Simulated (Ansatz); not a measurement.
Input of an Ansatz 0.2.0 run:

File input.yaml:

```yaml
crystal:
  lattice:
    - [4.2940644248, 0.0, 0.0]
    - [-2.1470322124, 3.7187688774, 0.0]
    - [0.0, 0.0, 17.101346]
  atoms:
    - { symbol: Te, position: [0.6666666667, 0.3333333333, 0.419892] }
    - { symbol: Te, position: [0.3333333333, 0.6666666667, 0.580108] }
    - { symbol: Te, position: [0.3333333333, 0.6666666667, 0.201542] }
    - { symbol: Te, position: [0.6666666667, 0.3333333333, 0.798458] }
    - { symbol: Te, position: [0.0, 0.0, 0.0] }
    - { symbol: Sb, position: [0.0, 0.0, 0.320068] }
    - { symbol: Sb, position: [0.0, 0.0, 0.679932] }
    - { symbol: Ge, position: [0.6666666667, 0.3333333333, 0.102895] }
    - { symbol: Ge, position: [0.3333333333, 0.6666666667, 0.897105] }
hamiltonian:
  xc: pbesol
  pseudopotentials: { kind: paw }
kpoints:
  mp_grid: { grid: [5, 5, 2] }
scf:
  occupations: { method: fermi_dirac, width: 0.05 }
output:
  forces: true
  stress: true
  eigenvalues: true
relax:
  f_tol: 0.01
  max_steps: 40
  cell: { stress_tol: 0.05 }
```

Potentials or basis: Ansatz PAW.

Command:

```console
$ ansatz run input.yaml --threads 4 --pin off --max-ram 11264MiB --backend cpu --events-out ev --progress --plain --runs-dir out
```

(1) What does it give for the relaxed cell?

(2) Predict the relaxed volume.

(3) Estimate the space group after relaxing (to 0.05 Å).

(4) Predict the band gap on the k mesh.

## Answers

(1) a = 4.218 Å, b = 4.218 Å, c = 17.004 Å, α = 90.00°, β = 90.00°, γ = 120.00°.

(2) 29.11 Å³/atom.

(3) P-3m1 (No. 164).

(4) 0.24 eV, direct.

Caveat: odd divisions of the mesh miss points on the zone boundary, where band edges often lie, so the gap on the mesh can be too wide; the plane-wave basis is chosen anew once the cell has moved, so the energies of steps on either side of that aren't comparable; spin-orbit coupling is left out, which moves the levels of the heavy elements; this functional lacks dispersion, which binds the layers, so the pressure and a relaxed spacing across them are unreliable; the PAW data sets come from PBE, with cores solved anew for the run's functional, which leaves a small shift of forces and pressure.
